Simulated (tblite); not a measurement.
# C6H9ClGeO2: the cost of one run

The runs use tblite 0.8.0 and PySCF 2.14.0, with density-fitted response routines of our own; the level of theory stands in each step. All values are computed, except where a source is named. Atoms are numbered from 0 throughout.

## (1) The starting structure

19 atoms, charge 0, multiplicity 1; geometry from: force field or distance geometry start.

Bonds of the start (Å): O0–C1 1.22, C1–C2 1.51, C2–Ge3 1.95, Ge3–C4 1.92, C4–C5 1.35, C5–O6 1.40, O6–C7 1.43, C7–C8 1.53, C8–Cl9 1.79, C7–C1 1.49, C2–H10 1.10, C2–H11 1.11, Ge3–H12 1.55, Ge3–H13 1.55, C4–H14 1.09, C5–H15 1.08, C7–H16 1.11, C8–H17 1.11, C8–H18 1.11.

## (2) Geometry optimisation with GFN2-xTB

What the job is given:

```
{"job": {"kind": "relax", "xc": "GFN2-xTB", "basis": "xTB"}, "charge": 0, "multiplicity": 1}
O     -0.815000    -0.267400     2.174500
C     -0.338400    -0.518800     1.076000
C      1.013500    -1.196600     1.022300
Ge     2.079500    -0.336200    -0.370700
C      1.555400     1.503700    -0.526000
C      0.299700     1.994800    -0.559300
O     -0.896300     1.276200    -0.414200
C     -1.044400    -0.123600    -0.180300
C     -2.535300    -0.477300    -0.101700
Cl    -3.353000    -0.131500    -1.650400
H      1.530100    -1.099900     1.989600
H      0.870900    -2.271400     0.778900
H      3.584800    -0.454600    -0.020800
H      1.804500    -1.059000    -1.711300
H      2.370700     2.218700    -0.615300
H      0.201500     3.066400    -0.674600
H     -0.634100    -0.680900    -1.049400
H     -3.035300     0.117500     0.693700
H     -2.668500    -1.550900     0.131800
```

Command:

```bash
$ OMP_NUM_THREADS=1 python probes_run.py task.json out
```

One launch serves the whole session: the jobs run in the order shown.

**Question.** How long does this first job take on 1 thread of Arm Neoverse N1, shared host, and how much memory does it need?

About 1.9 s, with a peak of 0.18 GiB.
